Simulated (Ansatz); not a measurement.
The system is FeAu.

```
Au Fe
1.0
     1.41175    0.81507    4.46945
    -1.41175    0.81507    4.46945
     0.00000   -1.63015    4.46945
Au Fe
1 1
Direct
  0.00000 0.00000 0.00000
  0.50000 0.50000 0.50000
```

The cell comes from a database or a generator and needn't be the stable form of this composition.

Alike in all runs: program Ansatz 0.2.0; functional PBE; potentials or basis Ansatz PAW; cutoff 420 eV (not typed: the program's choice for these potentials); k mesh 11 × 11 × 11; occupations fermi-dirac, width 0.05 eV.

Starts and where they ended:

```tsv
start	free energy over the lowest (meV/atom)	net moment (μB)	site or absolute moments (μB)	gap
collinear spin, random start of up to 2.3 μB	0.0	2.91	Au +0.06; Fe +2.93	none (metal or under the smearing width)
collinear spin, ferromagnetic start of up to 3 μB	0.0	2.91	Au +0.06; Fe +2.93	none (metal or under the smearing width)
no spin polarisation	449.7	-	-	none (metal or under the smearing width)
```

Allowing spin polarisation gains 450 meV/atom. A still lower state may exist.
